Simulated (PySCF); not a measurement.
# SiI⁺: changing the method

Aim: see what other levels and later steps give for SiI⁺.

Program: PySCF 2.14.0. Level of theory: method and basis as typed in the scripts. These are calculated values, not measurements.

5 further runs of the same task are left out: 5 that didn't finish.

## (1) Where the work starts

SiI⁺: 2 atoms, charge 1, spin multiplicity 1.

Bond lengths: Si1–I2 2.272 Å.

## (2) The run that the others are compared with

The input, input.py:

```python
from pyscf import gto, scf, mcscf, mrpt

mol = gto.M(
    atom='Si 0 0 0; I 0 0 2.272',
    basis='3-21g',
    charge=1,
    spin=0,
    verbose=4,
)
mf = scf.RHF(mol)
mf.kernel()
mc = mcscf.CASSCF(mf, 2, 2)
mc.kernel()
mc.analyze()
mrpt.NEVPT(mc).kernel()
mf.dip_moment()
print('orbital energies (hartree):', mf.mo_energy[..., max(0, mol.nelec[1]-3):mol.nelec[0]+3].round(4))
```

Run with:

```bash
$ OMP_NUM_THREADS=1 python input.py
```

## (3) ROHF

Edit 1 changes SCF type: RHF → ROHF.

Changes to input.py since step 2:

```diff
@@ -9,3 +9,3 @@
 )
-mf = scf.RHF(mol)
+mf = scf.ROHF(mol)
 mf.kernel()
```

## (4) Population analysis

Edit 2 changes step after the SCF: nevpt2 → analyze.

The input, input.py:

```python
from pyscf import gto, scf

mol = gto.M(
    atom='Si 0 0 0; I 0 0 2.272',
    basis='3-21g',
    charge=1,
    spin=0,
    verbose=4,
)
mf = scf.RHF(mol)
mf.kernel()
mf.analyze()
print('orbital energies (hartree):', mf.mo_energy[..., max(0, mol.nelec[1]-3):mol.nelec[0]+3].round(4))
```

## (5) Gradient

Edit 3 changes step after the SCF: nevpt2 → gradient.

Changes to input.py since step 2:

```diff
@@ -1,2 +1,2 @@
-from pyscf import gto, scf, mcscf, mrpt
+from pyscf import gto, scf
 
@@ -11,6 +11,3 @@
 mf.kernel()
-mc = mcscf.CASSCF(mf, 2, 2)
-mc.kernel()
-mc.analyze()
-mrpt.NEVPT(mc).kernel()
+mf.nuc_grad_method().kernel()
 mf.dip_moment()
```

## (6) SCF alone

Edit 4 changes step after the SCF: nevpt2 → none.

Changes to input.py since step 2:

```diff
@@ -1,2 +1,2 @@
-from pyscf import gto, scf, mcscf, mrpt
+from pyscf import gto, scf
 
@@ -11,6 +11,2 @@
 mf.kernel()
-mc = mcscf.CASSCF(mf, 2, 2)
-mc.kernel()
-mc.analyze()
-mrpt.NEVPT(mc).kernel()
 mf.dip_moment()
```

What does the calculation give? Wanted: for each run, E(SCF); from base; gap; after the SCF.

**Answer**, as computed:

| run | E(SCF) (hartree) | from base (eV) | cycles | gap (eV) | after the SCF |
| --- | --- | --- | --- | --- | --- |
| base | -7174.404043 | 0 | 8 | 10.32 | NEVPT2 correlation -2.249 eV (from the SCF energy, the CASSCF gain included) |
| ROHF | -7174.404043 | 0.0000 | 8 | n/a | NEVPT2 correlation -2.249 eV (from the SCF energy, the CASSCF gain included) |
| population analysis | -7174.404043 | 0.0000 | 8 | 10.32 | n/a |
| gradient | -7174.404043 | 0.0000 | 8 | 10.32 | n/a |
| SCF alone | -7174.404043 | 0.0000 | 8 | 10.32 | n/a |

In words: With ROHF the SCF ends at the base energy.
